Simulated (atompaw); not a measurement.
# A PAW (atompaw) potential for Au, from input to tests

Do these settings give a usable potential? It is generated, then checked for scattering, ghosts and hardness.

Program: atompaw 4.2.0.5. Reference atom: PBE, scalar-relativistic, spherical and spin-unpolarised. All values are calculated.

## (1) The atom and the settings

The settings as typed:

```json
{
  "element": "gold (Au, Z = 79)",
  "type": "PAW",
  "frozen core": "[Xe] 4f14",
  "valence charge": "11",
  "reference configuration": "5d10 6s1 6p0",
  "partial waves": "6s (bound): rc 3.00 bohr; 6s channel at 2.2 Ry: rc 3.00 bohr; 6p (bound, empty): rc 3.00 bohr; 6p channel at 4.3 Ry: rc 3.00 bohr; 5d (bound): rc 3.00 bohr; 5d channel at -0.2 Ry: rc 3.00 bohr",
  "local potential": "bessel scheme, radius 2.25 bohr",
  "core correction": "smooth core density matched at 2.75 bohr",
  "augmentation charge": "sinc compensation charge, radius 2.85 bohr; PAW radius 3.00 bohr; waves and projectors: custom polynom vanderbiltortho"
}
```

The outer shells as boxes (Hund's rule for the drawing; the calculation is spin-unpolarised):

```
[Xe] core
4f [↑↓][↑↓][↑↓][↑↓][↑↓][↑↓][↑↓]
5d [↑↓][↑↓][↑↓][↑↓][↑↓]
6s [↑ ]
6p [  ][  ][  ]
```

## (2) Generating the potential

The input, Au.input:

```
Au 79
GGA-PBE scalarrelativistic loggrid 2001 logderivrange -3 5 201
6 6 5 4 0 0
6 0 1
6 1 0
0 0 0
c
c
c
c
c
v
c
c
c
c
v
c
c
v
c
2
3.00 2.85 2.25 2.75
y
2.2
n
y
4.3
n
y
-0.2
n
custom polynom vanderbiltortho sinc
bessel
3.00
3.00
3.00
3.00
3.00
3.00
PWSCFOUT
UPFDX 0.0125d0 UPFXMIN -7.d0 UPFZMESH 79.d0
END
```

The run is started by

```
$ atompaw < Au.input > Au.log
```

Q: Predict the outcome of this session. Wanted: cutoffs for 10 and 1 mRy, occupied levels; bound ghosts; largest phase difference near zero energy, channels read; lowest eigenvalue of the overlap; share of valence orbitals outside the PAW sphere; UPF file.

**Answer**, as computed:

```
                                                quantity                     value
               cutoffs for 10 and 1 mRy, occupied levels           15 Ry and 21 Ry
                                            bound ghosts                none found
largest phase difference near zero energy, channels read                 0.002 rad
         lowest eigenvalue of the overlap (Bessel basis)                 0.078 (s)
        share of valence orbitals outside the PAW sphere  6s 38 %, 6p 83 %, 5d 5 %
                                                UPF file                   written
```

In words: It counts as soft on the atom at that tolerance, with 15 Ry needed at the looser tolerance. The slowest occupied level is 5d: taken alone it needs 15 Ry to come within 1 mRy, against 6 Ry or less for 6s. No bound ghost shows below the valence levels. Near zero energy the phases of the channels with partial waves agree within 0.002 rad. These are tests on the free atom; a crystal test is still owed.
